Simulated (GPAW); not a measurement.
# Ti3Ag (Pm-3m) in GPAW: equation of state

How stiff is Ti3Ag in PBEsol, and what volume does it want? The cell is scaled to several volumes.

Everything below comes from runs of GPAW 26.7.0. Logs are shortened: lines on timing, memory, paths and dates and some standing lists are left out, and cuts for length are marked. The log counts tension as positive stress, the text compression.

## Step 1: The crystal as given

It takes space group Pm-3m (No. 221, cubic). The conventional cell has a = 4.099 Å, b = 4.099 Å, c = 4.099 Å, α = 90.00°, β = 90.00°, γ = 90.00°. Around Ag (site symmetry m-3m) lie 12 Ti at 2.90 Å. Around Ti (site symmetry 4/mmm) lie 4 Ag at 2.90 Å and 8 Ti at 2.90 Å.

The cell comes from a database or a generator and needn't be the stable form of this composition.

## Step 2: Equation of state, PBEsol

File run.py:

```python
from ase import Atoms
from ase.eos import EquationOfState
from ase.io import Trajectory
from ase.units import GPa
from gpaw import GPAW, PW, setup_paths

setup_paths.insert(0, '.')

atoms = Atoms(['Ag', 'Ti', 'Ti', 'Ti'],
              cell=[[4.098807, 0.0, 0.0],
                    [0.0, 4.098807, 0.0],
                    [0.0, 0.0, 4.098807]],
              scaled_positions=[[0.0, 0.0, 0.0],
                                [0.0, 0.5, 0.5],
                                [0.5, 0.0, 0.5],
                                [0.5, 0.5, 0.0]],
              pbc=True)

traj = Trajectory('eos.traj', 'w')
volumes, energies = [], []
for x in [0.94, 0.96, 0.98, 1.0, 1.02, 1.04, 1.06]:
    a = atoms.copy()
    a.set_cell(atoms.cell * x**(1 / 3), scale_atoms=True)
    calc = GPAW(mode=PW(600),
                xc='PBEsol',
                kpts={'size': (7, 7, 7), 'gamma': True},
                occupations={'name': 'fermi-dirac', 'width': 0.05},
                nbands=48,
                convergence={'density': 1e-05, 'energy': 1e-05},
                maxiter=150,
                txt=f'eos-{x:.2f}.txt')
    a.calc = calc
    energies.append(a.get_potential_energy(force_consistent=True))
    volumes.append(a.get_volume())
    p = -a.get_stress()[:3].mean() / GPa
    calc.write(f'eos-{x:.2f}.gpw')
    traj.write(a)
    print(f'{x:.2f} {volumes[-1]:10.4f} A^3 {energies[-1]:14.6f} eV {p:9.3f} GPa', flush=True)

v0, e0, B = EquationOfState(volumes, energies, eos='birchmurnaghan').fit()
print(f'V0 = {v0:.4f} A^3, E0 = {e0:.6f} eV, B0 = {B / GPa:.2f} GPa')
```

Potentials or basis: PAW data sets generated in the run's folder for this functional, pw.

Started as:

```sh
$ gpaw-setup -f PBEsol Ag Ti
$ OMP_NUM_THREADS=1 python run.py
```

The program printed:

```text
__  _  _
 | _ |_)|_||  |
 |__||  | ||/\| - 26.7.0

Input parameters:
  mode=PW(ecut=600.0),
  convergence={'density': 1e-05, 'energy': 1e-05},
  kpts=MonkhorstPack(size=(7, 7, 7), gamma=True),
  maxiter=150,
  nbands=48,
  occupations=Occupations(name='fermi-dirac', width=0.05),
  xc=XC(name='PBEsol')

Diagonalizing LCAO Hamiltonian
Converting LCAO to pw mode
   .---------.
  /|         |
 * |         |
 | |         |
 |Ti         |
 | .--Ti-----.
 |/    Ti   /
 Ag--------*

Atoms  # Å, Bohr magnetons
|   | symbol |        x |        y |        z |    initial magnetic moments |
|---|--------|----------|----------|----------|-----------------------------|
| 0 |     Ag | 0.000000 | 0.000000 | 0.000000 | ( 0.0000,  0.0000,  0.0000) |
| 1 |     Ti | 0.000000 | 2.007567 | 2.007567 | ( 0.0000,  0.0000,  0.0000) |
| 2 |     Ti | 2.007567 | 0.000000 | 2.007567 | ( 0.0000,  0.0000,  0.0000) |
| 3 |     Ti | 2.007567 | 2.007567 | 0.000000 | ( 0.0000,  0.0000,  0.0000) |

Unit cell  # Å
| periodic |        x |        y |        z |  lengths |    angles |
|----------|----------|----------|----------|----------|-----------|
|      yes | 4.015134 | 0.000000 | 0.000000 | 4.015134 | 90.000000 |
|      yes | 0.000000 | 4.015134 | 0.000000 | 4.015134 | 90.000000 |
|      yes | 0.000000 | 0.000000 | 4.015134 | 4.015134 | 90.000000 |

Number of symmetries: 48
Symmetry operations  # r_c * U_cc + t_c -> r_c
|    | kind |            matrix            |
|----|------|------------------------------|
|  0 |  E   |  1, 0, 0,  0, 1, 0,  0, 0, 1 |
|  1 |  σ   |  1, 0, 0,  0, 1, 0,  0, 0,-1 |
|  2 |  σ   |  1, 0, 0,  0, 0, 1,  0, 1, 0 |
|  3 |  C4  |  1, 0, 0,  0, 0, 1,  0,-1, 0 |
|  4 |  C4  |  1, 0, 0,  0, 0,-1,  0, 1, 0 |
|  5 |  σ   |  1, 0, 0,  0, 0,-1,  0,-1, 0 |
|  6 |  σ   |  1, 0, 0,  0,-1, 0,  0, 0, 1 |
|  7 |  C2  |  1, 0, 0,  0,-1, 0,  0, 0,-1 |
|  8 |  σ   |  0, 1, 0,  1, 0, 0,  0, 0, 1 |
|  9 |  C2  |  0, 1, 0,  1, 0, 0,  0, 0,-1 |
| 10 |  C3  |  0, 1, 0,  0, 0, 1,  1, 0, 0 |
| 11 |  S6  |  0, 1, 0,  0, 0, 1, -1, 0, 0 |
| 12 |  S6  |  0, 1, 0,  0, 0,-1,  1, 0, 0 |
| 13 |  C3  |  0, 1, 0,  0, 0,-1, -1, 0, 0 |
| 14 |  C4  |  0, 1, 0, -1, 0, 0,  0, 0, 1 |
| 15 |  S4  |  0, 1, 0, -1, 0, 0,  0, 0,-1 |
| 16 |  C3  |  0, 0, 1,  1, 0, 0,  0, 1, 0 |
| 17 |  S6  |  0, 0, 1,  1, 0, 0,  0,-1, 0 |
| 18 |  σ   |  0, 0, 1,  0, 1, 0,  1, 0, 0 |
| 19 |  C4  |  0, 0, 1,  0, 1, 0, -1, 0, 0 |
| 20 |  C2  |  0, 0, 1,  0,-1, 0,  1, 0, 0 |
| 21 |  S4  |  0, 0, 1,  0,-1, 0, -1, 0, 0 |
| 22 |  S6  |  0, 0, 1, -1, 0, 0,  0, 1, 0 |
| 23 |  C3  |  0, 0, 1, -1, 0, 0,  0,-1, 0 |
| 24 |  S6  |  0, 0,-1,  1, 0, 0,  0, 1, 0 |
| 25 |  C3  |  0, 0,-1,  1, 0, 0,  0,-1, 0 |
| 26 |  C4  |  0, 0,-1,  0, 1, 0,  1, 0, 0 |
| 27 |  σ   |  0, 0,-1,  0, 1, 0, -1, 0, 0 |
| 28 |  S4  |  0, 0,-1,  0,-1, 0,  1, 0, 0 |
| 29 |  C2  |  0, 0,-1,  0,-1, 0, -1, 0, 0 |
| 30 |  C3  |  0, 0,-1, -1, 0, 0,  0, 1, 0 |
| 31 |  S6  |  0, 0,-1, -1, 0, 0,  0,-1, 0 |
| 32 |  C4  |  0,-1, 0,  1, 0, 0,  0, 0, 1 |
| 33 |  S4  |  0,-1, 0,  1, 0, 0,  0, 0,-1 |
| 34 |  S6  |  0,-1, 0,  0, 0, 1,  1, 0, 0 |
| 35 |  C3  |  0,-1, 0,  0, 0, 1, -1, 0, 0 |
| 36 |  C3  |  0,-1, 0,  0, 0,-1,  1, 0, 0 |
| 37 |  S6  |  0,-1, 0,  0, 0,-1, -1, 0, 0 |
| 38 |  σ   |  0,-1, 0, -1, 0, 0,  0, 0, 1 |
[... 63 lines left out ...]
    compensation charges:
      type: gauss
      rc: 0.40  # [Å]
      lmax: 2
    cutoffs:
      filter: 2.35  # [Å]
      core: 2.19  # [Å]
    projectors
    | kind |    occ | energy [eV] | rcut [Å] |
    |------|--------|-------------|----------|
    |   5s |  1.000 |      -4.417 |    1.286 |
    |   4p |  6.000 |     -58.524 |    1.328 |
    |   5p |  0.000 |      -0.670 |    1.328 |
    |   4d | 10.000 |      -7.455 |    1.180 |
    |    s |        |      22.795 |    1.286 |
    |    d |        |      19.756 |    1.180 |

    Using partial waves for Ag as LCAO basis

  Ti:
    name:    Titanium
    Z:       22.0
    valence: 12
    core:    10
    charge:  0.0  # [|e|]
    compensation charges:
      type: gauss
      rc: 0.38  # [Å]
      lmax: 2
    cutoffs:
      filter: 2.23  # [Å]
      core: 1.02  # [Å]
    projectors
    | kind |    occ | energy [eV] | rcut [Å] |
    |------|--------|-------------|----------|
    |   3s |  2.000 |     -62.441 |    1.270 |
    |   4s |  2.000 |      -4.477 |    1.270 |
    |   3p |  6.000 |     -38.776 |    1.058 |
    |   4p |  0.000 |      -1.449 |    1.058 |
    |   3d |  2.000 |      -4.275 |    1.058 |
    |    d |        |      22.937 |    1.058 |

    Using partial waves for Ti as LCAO basis

Reference energy: -214122.210520  # eV

eigensolver:
  PPCG
  Converge bands: occupied
  niter=2

density mixing:
  MSR1-Mixer
  Pratt-step length: 0.05
  Maximum mixing coefficient: 0.75
  Old densities: 10
  SVD Regularization: 0.005
  Good broyden scale: 1.0
  Trust region scale: 1.0
  Backstep threshold: 4.0
  History deletion threshold: 6.0
  Fourier metric: weight=20.0, sigma=0.015

occupation numbers:
  Fermi-Dirac:
    width: 0.0500  # eV

poisson solver:
  ecut: 4800.0  # eV

xc functional:
  name: PBEsol with 2 nearest neighbor stencil

convergence criteria:
- Maximum integral of absolute [dens]ity change: 1e-05 electrons / valence electron
- Maximum [total energy] change in last 3 cyles: 1e-05 eV / valence electron
- Maximum integral of absolute [eigenst]ate change: 4e-08 eV^2 / valence electron
maximum number of iterations: 150

SCF iterations
|iter     | |      energy | eigst |  dens |
|---------|-|-------------|-------|-------|
|iter:   1| |  -28.240239 | +0.10 |       |
|iter:   2| |  -26.634958 | -1.91 | -1.10 |
|iter:   3| |  -24.940259 | -1.54 | -1.18 |
|iter:   4| |  -24.731270 | -2.11 | -1.55 |
|iter:   5| |  -24.720614 | -3.54 | -2.00 |
|iter:   6| |  -24.717291 | -3.49 | -2.23 |
|iter:   7| |  -24.717212 | -4.80 | -3.12 |
|iter:   8| |  -24.717195c| -5.67 | -3.60 |
|iter:   9| |  -24.717198c| -6.37 | -4.12 |
|iter:  10| |  -24.717199c| -7.12 | -4.59 |
|iter:  11| |  -24.717199c| -7.85c| -5.19c|

Converged in 11 steps
Energy contributions relative to reference atoms: (reference = -214122.210520)

Energy contributions:
  Kinetic:          10.046611
  Coulomb:         -10.161671
  Zero:              0.339597
  External:          0.000000
  Xc:              -24.911677
  Entropy:          -0.060118
  Spinorbit:         0.000000
  ----------------------------
  Free energy:     -24.747258
  Extrapolated:    -24.717199

dipole moment: (-25.708711, -25.708711, -25.708711)  # |e|*Ang

Fermi level: 9.066
Eigenvalues  # (at kpt = [0.000, 0.000, 0.000])
| band index |      eig [eV] | occ [0-2] |
|------------|---------------|-----------|
|          0 |       -47.308 |     2.000 |
|        ... |               |           |
|         19 |         3.683 |     2.000 |
|         20 |         3.683 |     2.000 |
|         21 |         6.045 |     2.000 |
|         22 |         8.513 |     2.000 |
|         23 |         8.513 |     2.000 |
|         24 |         8.513 |     2.000 |
[... 8 lines left out ...]
|         33 |        12.299 |     0.000 |
|         34 |        12.299 |     0.000 |
|        ... |               |           |
|         47 |        21.605 |     0.000 |

No gap
No difference between direct/indirect transitions

Stress tensor  # eV/Ang^3
|         x |         y |         z |
|-----------|-----------|-----------|
| -0.011314 |  0.000000 |  0.000000 |
|  0.000000 | -0.011314 |  0.000000 |
|  0.000000 |  0.000000 | -0.011314 |

# Writing to eos-0.94.gpw (mode='')
```

stdout:

```text
0.94    64.7292 A^3     -24.747258 eV     1.813 GPa
0.96    66.1064 A^3     -24.757045 eV    -0.915 GPa
0.98    67.4836 A^3     -24.744303 eV    -3.360 GPa
1.00    68.8609 A^3     -24.711819 eV    -5.553 GPa
1.02    70.2381 A^3     -24.661352 eV    -7.519 GPa
1.04    71.6153 A^3     -24.594771 eV    -9.281 GPa
1.06    72.9925 A^3     -24.513770 eV   -10.861 GPa
V0 = 65.9921 A^3, E0 = -24.757045 eV, B0 = 125.17 GPa
```

It took 5.4 min on 1 thread of Arm Neoverse V1, shared host; peak memory 0.32 GiB.

Results:

| Item | Value |
| --- | --- |
| Equilibrium volume | 16.50 Å³/atom |
| Bulk modulus | 125 GPa |
| Pressure derivative of the bulk modulus | 4.2 |

Energy against volume, from the lowest point:
```
volume (Å³/atom)  energy (meV/atom)
          16.182               2.45
          16.527               0.00
          16.871               3.19
          17.215              11.31
          17.560              23.92
          17.904              40.57
          18.248              60.82
```
